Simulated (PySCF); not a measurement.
# [Eu(H2O)2]3+: other functionals and bases at one geometry

One table from this session's results is given with a row withheld; the runs are named, their logs left out.

Method: several levels, as the steps say, no spin–orbit coupling; program: PySCF 2.14.0.

1 further run of the same task is left out (for a known fault of the program).

## The starting structure

7 atoms, charge 3, spin multiplicity 1.

Bond lengths: Eu1–O2 2.251 Å, Eu1–O5 2.253 Å, O2–H3 0.993 Å, O2–H4 0.994 Å, O5–H6 0.994 Å, O5–H7 0.993 Å. Angles: O2–Eu1–O5 110.2°, Eu1–O2–H3 129.2°, Eu1–O2–H4 128.2°, H3–O2–H4 102.6°, Eu1–O5–H6 128.0°, Eu1–O5–H7 129.3°, H6–O5–H7 102.7°.

Geometry (Å):

| atom | x (Å) | y (Å) | z (Å) |
| --- | --- | --- | --- |
| Eu1 | -0.3584 | -1.0582 | -0.0134 |
| O2 | 0.0025 | 0.1557 | 1.8478 |
| H3 | 0.4458 | 1.0386 | 1.9442 |
| H4 | -0.2309 | -0.0732 | 2.7864 |
| O5 | 0.0988 | 0.1706 | -1.8456 |
| H6 | 0.6314 | -0.0926 | -2.6424 |
| H7 | -0.1994 | 1.0893 | -2.0770 |

Formal oxidation states: Eu +3. Each metal's 6 4f electrons lie in its core potential, so multiplicities, spins and levels count the valence alone. An earlier session relaxed this geometry at PBE0, Eu lcecp-1-SVP with ECP52, O def2-SVP, H def2-SVP (singlet, point group C1).

At PBE0 on the finer grid: E = -186.695593 Eh, HOMO -26.44 eV, LUMO -18.54 eV, Mulliken charge on Eu1 +2.24 e, largest force component 0.014 eV/Å. 

Levels to run: TPSS; PBE; PBE0, TZVP. Hardware: 2 threads of Intel Xeon Platinum 8488C (Sapphire Rapids), shared host.

Set-up of the first run:

run.py (the lines that set the calculation) reads:

```python
mol = gto.M(atom='''
Eu    -0.35840    -1.05824    -0.01341
O      0.00250     0.15572     1.84783
H      0.44579     1.03858     1.94417
H     -0.23086    -0.07322     2.78636
O      0.09881     0.17056    -1.84559
H      0.63145    -0.09256    -2.64238
H     -0.19941     1.08934    -2.07699''',
    basis={'Eu': 'lcecp-1-SVP', 'O': 'def2-SVP', 'H': 'def2-SVP'},
    ecp={'Eu': 'lcecp-1-SVP'},
    charge=3, spin=0)
mf = dft.RKS(mol, xc='TPSS')
mf.grids.atom_grid = (75, 302)  # f atoms: unpruned, at least (60, 302)
mf = mf.density_fit()  # fitting sets: Eu AutoAux, O def2-universal-JKFIT, H def2-universal-JKFIT
mf.conv_tol = 1e-08; mf.max_cycle = 55
mf.kernel(dm0)  # dm0: the density of the relaxed state
```

Launch:

```
$ OMP_NUM_THREADS=2 python run.py
```

Among the steps run: TPSS; PBE; PBE0, TZVP.

One of the session's tables, all rows but one given; the rest of the session is left out.

| level | HOMO (eV) | gap (eV) | charge on Eu1 (e) | dipole (D) | largest force component (eV/Å) |
| --- | --- | --- | --- | --- | --- |
| PBE0 (relaxed here) | -26.44 | 7.90 | 2.24 | 2.99 | 0.01 |
| TPSS | -24.74 | 5.47 | 2.18 | 3.19 | 0.40 |
| PBE | -24.69 | 5.17 | 2.14 | 3.31 | 0.46 |
| PBE0, TZVP | ? | ? | ? | ? | ? |

Estimate the missing values for PBE0, TZVP.

As computed: HOMO (eV): -26.42; gap (eV): 7.98; charge on Eu1 (e): 2.39; dipole (D): 3.02; largest force component (eV/Å): 0.27. In the column «HOMO (eV)» it lies between PBE0 (relaxed here) (-26.44) and TPSS (-24.74).

The dipole of a charged species depends on the origin, so these sizes hold for this origin alone.

In one basis the HOMO–LUMO gap runs from 5.17 eV (PBE) to 7.90 eV (PBE0). The largest leftover force, 0.46 eV/Å with PBE, stands at a geometry relaxed at another level. With 4f in the core, its levels are missing from HOMO and gap, and its count is fixed, so no charge can pass from the ligands into it. Total energies of different levels can't be compared.
